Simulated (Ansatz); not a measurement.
# BeAs+ (triplet): wave-function methods side by side at distance As1–Be2 = 1.867 Å, cc-pVDZ

Aim: climb from Hartree-Fock through coupled cluster and multireference methods for BeAs+ (triplet) at one geometry and basis, and see what each rung misses.

Method: cc-pVDZ, core rule «outside noble gas», up to 15 orbitals frozen; program: Ansatz 0.2.0, Gaussian basis.

Plan: UHF; CCSD(T) on ROHF; CCSD(T) on UHF; BCCD(T) on ROHF; CISD; CCSDT(Q) on ROHF; CCSDT(Q) on UHF; CASSCF and MRCISD+Q, 4 electrons in 4 orbitals; CASSCF and NEVPT2, 4 electrons in 4 orbitals; Full CI.

52 further runs of the same task are left out: 25 for a known fault of the program, 2 for a mislabelled method, 20 that didn't finish, 5 set aside as unsound or not needed.

**1. What is computed**

The geometry derives from a PBE0/def2-TZVP stationary point (not a proven minimum). One bond is set to the value named and the two fragments are kept rigid. No spin-orbit coupling is included. The filled d shell of As may be among the frozen orbitals whatever the setting's name suggests; the logs give the count.

2 atoms, charge 1, spin multiplicity 3.

Atoms are counted from 1 here; the program's logs count them from 0.

Bond lengths: As1–Be2 1.867 Å.

**2. UHF**

in.yaml

```yaml
crystal:
  periodic: [false, false, false]
  atoms:
    - {symbol: As, position_ang: [0.000000, 0.000000, 0.000000]}
    - {symbol: Be, position_ang: [0.000000, 0.000000, 1.867000]}
basis:
  gaussian: {orbitals: cc-pVDZ}
total_charge: 1
magnetization: {spin_polarized: true, initial_magnetization: 2}
hamiltonian: {xc: hf}
output: {orbitals: {seedname: orbitals}}
```

The run is started by

```
ansatz run in.yaml --threads 1 --pin off --events-out ev --progress --plain --max-ram 2393MiB
```

After this run come: CCSD(T) on ROHF; CCSD(T) on UHF; BCCD(T) on ROHF; CISD; CCSDT(Q) on ROHF; CCSDT(Q) on UHF; CASSCF and MRCISD+Q, 4 electrons in 4 orbitals; CASSCF and NEVPT2, 4 electrons in 4 orbitals; Full CI.

**Question.** What will the summary of the whole plan be? Wanted: FCI below the RHF energy; RMP2 from FCI; UMP2 from FCI; RCCSD from FCI; RCCSD(T) from FCI; UCCSD(T) from FCI; RCCSDT(Q) from FCI; UCCSDT(Q) from FCI; NEVPT2 pair from FCI.

The runs gave:

```
                         quantity                                                                             value
         FCI below the RHF energy                                                                        -2.9891 eV
                    RMP2 from FCI                                                                   +15.59 kcal/mol
                    UMP2 from FCI                                                                   +15.98 kcal/mol
                   RCCSD from FCI                                                                    +3.22 kcal/mol
                RCCSD(T) from FCI                                                                    +0.76 kcal/mol
                UCCSD(T) from FCI                                                                    +0.63 kcal/mol
               RCCSDT(Q) from FCI                                                                    +0.01 kcal/mol
               UCCSDT(Q) from FCI                                                                    -0.16 kcal/mol
             NEVPT2 pair from FCI                                                                   +16.06 kcal/mol
           MRCISD+Q pair from FCI                                                                    +0.90 kcal/mol
levels within 1 kcal/mol (43 meV)  RCCSD(T), UCCSD(T), BCCD(T), RCCSDT, UCCSDT, RCCSDT(Q), UCCSDT(Q), MRCISD+Q pair
                    T1 diagnostic                                                                             0.032
   effectively unpaired electrons                                                                              2.06
```

In words: RCCSD(T) lands +0.76 kcal/mol from the yardstick (1.1 % of the correlation energy). UCCSDT(Q) falls below full CI: unrestricted runs freeze a spin-polarised core, another one than full CI's, and coupled cluster isn't variational. One determinant dominates. Of the multireference levels listed MRCISD+Q pair comes nearest in total energy (+0.90 kcal/mol), which doesn't show that its space is the better one. These misses are within one basis, not against nature; the frozen cores of restricted and unrestricted runs differ, which can shift their rows.
